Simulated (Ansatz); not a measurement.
# C₂H₃ClGe: one species, many methods

The task here is to estimate one member of a computed series from the others.

Computed with Ansatz 0.2.0, Gaussian basis. Level: functionals in def2-TZVPP, the program's frozen cores in correlated methods.

Plan: LDA (SPW92), PBE-D4, revPBE-D4, BLYP-D4, r2SCAN-D4, B97M-V, PBE0-D4, B3LYP-D4, r2SCANh-D4, r2SCAN0-D4, HSE06-D4, BHLYP-D4, CAM-B3LYP-D4, LC-ωPBE, ωB97X-V, ωB97M-V, B2PLYP, PBE-QIDH; CCSD(T)/def2-SVP; CCSD(T)/def2-TZVPP; MP2/def2-QZVPP; extrapolation to the limit; RPA on PBE.

## Structure used throughout

All runs share one geometry, relaxed beforehand with PBE0-D4 in a triple-zeta def2 set.

SMILES `C#[C][GeH2][Cl]`, 7 atoms, charge 0, spin multiplicity 1.

Atoms are counted from 1 here; the program's logs count them from 0.

Bond lengths: C1–C2 1.204 Å, C1–H5 1.066 Å, C2–Ge3 1.891 Å, Ge3–Cl4 2.150 Å, Ge3–H6 1.529 Å, Ge3–H7 1.529 Å. Angles: C2–C1–H5 179.7°, C1–C2–Ge3 179.2°, C2–Ge3–Cl4 107.9°, C2–Ge3–H6 110.3°, C2–Ge3–H7 110.3°, Cl4–Ge3–H6 107.4°, Cl4–Ge3–H7 107.4°, H6–Ge3–H7 113.3°.

The first run:

Input file in.yaml:

```yaml
crystal:
  periodic: [false, false, false]
  atoms:
    - {symbol: C, position_ang: [1.207128, -1.477604, 0.742451]}
    - {symbol: C, position_ang: [0.532663, -0.574165, 0.318736]}
    - {symbol: Ge, position_ang: [-0.508966, 0.860252, -0.338412]}
    - {symbol: Cl, position_ang: [-2.237205, 0.030507, -1.312735]}
    - {symbol: H, position_ang: [1.800439, -2.281102, 1.115519]}
    - {symbol: H, position_ang: [-1.008198, 1.727170, 0.818451]}
    - {symbol: H, position_ang: [0.275339, 1.646843, -1.389710]}
basis:
  gaussian: {orbitals: def2-TZVPP}
hamiltonian: {xc: lda}
output: {orbitals: {seedname: orbitals}}
```

Steps of the session up to this table: LDA; PBE-D4 (GGA); revPBE-D4 (GGA); BLYP-D4 (GGA); r2SCAN-D4 (meta-GGA); B97M-V (meta-GGA); PBE0-D4 (hybrid); B3LYP-D4 (hybrid); r2SCANh-D4 (hybrid); r2SCAN0-D4 (hybrid); HSE06-D4 (hybrid); BHLYP-D4 (hybrid); CAM-B3LYP-D4 (range-separated); LC-ωPBE-D4 (range-separated; the results give it without D4); ωB97X-V (range-separated); ωB97M-V (range-separated); B2PLYP (double hybrid); PBE-QIDH (double hybrid).

One of the session's tables, all rows but one given; the rest of the session is left out.

It belongs to the step «Orbital energies across the functionals». 

```
  functional  HOMO (eV)  gap (eV)
 LDA (SPW92)      -7.39      5.38
      PBE-D4      -7.26      5.52
   revPBE-D4      -7.21      5.58
     BLYP-D4      -7.10      5.50
   r2SCAN-D4      -7.53      6.03
      B97M-V      -7.55      6.09
     PBE0-D4          ?         ?
    B3LYP-D4      -8.26      7.21
  r2SCANh-D4      -7.99      6.82
  r2SCAN0-D4      -8.68      7.99
    HSE06-D4      -8.10      6.90
    BHLYP-D4      -9.58      9.76
CAM-B3LYP-D4      -9.86     10.11
     LC-ωPBE     -11.30     12.72
     ωB97X-V     -10.89     12.21
     ωB97M-V     -10.74     11.91
```

**Question.** Estimate the row for PBE0-D4.

As computed: HOMO (eV): -8.51; gap (eV): 7.68. In the column «HOMO (eV)» it lies between r2SCAN0-D4 (-8.68) and B3LYP-D4 (-8.26).
